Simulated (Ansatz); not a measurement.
# Al4Cu: the cost of one run

Method: DFT PBE, scalar-relativistic, plane waves, PAW, in Ansatz 0.2.0.

## Step 1: The structure to begin with

The structure is cubic, space group Im-3m (No. 229). The conventional cell has a = 5.234 Å, b = 5.234 Å, c = 5.234 Å, α = 90.00°, β = 90.00°, γ = 90.00°. Around Al (site symmetry -3m) lie 2 Cu at 2.27 Å. Cu (site symmetry m-3m) is surrounded by 8 Al at 2.27 Å.

Structure file:

```xyz
5
Lattice="-2.6170 2.6170 2.6170 2.6170 -2.6170 2.6170 2.6170 2.6170 -2.6170" Properties=species:S:1:pos:R:3 pbc="T T T"
Al    1.3085    1.3085    1.3085
Al   -1.3085    1.3085    1.3085
Al    1.3085    1.3085   -1.3085
Al    1.3085   -1.3085    1.3085
Cu    0.0000    0.0000    0.0000
```

The cell is invented: species swapped into a database cell of Hg4Pt (Im-3m, No. 229), with Al on the Hg sites and Cu on the Pt sites. Its size is a rough estimate.

## Step 2: Probe: one point on a coarse mesh

Contents of input.yaml:

```yaml
crystal:
  lattice:
    - [-2.61699256, 2.61699256, 2.61699256]
    - [2.61699256, -2.61699256, 2.61699256]
    - [2.61699256, 2.61699256, -2.61699256]
  atoms:
    - { symbol: Al, position: [0.5, 0.5, 0.5] }
    - { symbol: Al, position: [0.5, 0.0, 0.0] }
    - { symbol: Al, position: [0.0, 0.0, 0.5] }
    - { symbol: Al, position: [0.0, 0.5, 0.0] }
    - { symbol: Cu, position: [0.0, 0.0, 0.0] }
basis:
  ecutwfc: 420
kpoints:
  mp_grid: { grid: [6, 6, 6] }
hamiltonian:
  xc: pbe
scf:
  occupations: { method: gaussian, width: 0.1 }
  lower_state_search: "off"
output:
  forces: true
  stress: true
  eigenvalues: true
```

The run is started by

```sh
ansatz run input.yaml --threads 1 --pin off --max-ram 2560MiB --backend cpu --events-out ev --progress --plain --runs-dir out
```

**Question.** How long does this run take on 1 thread of Arm Neoverse V2, shared host, and how much memory does it need?

About 1.7 s, with a peak of 0.32 GiB.
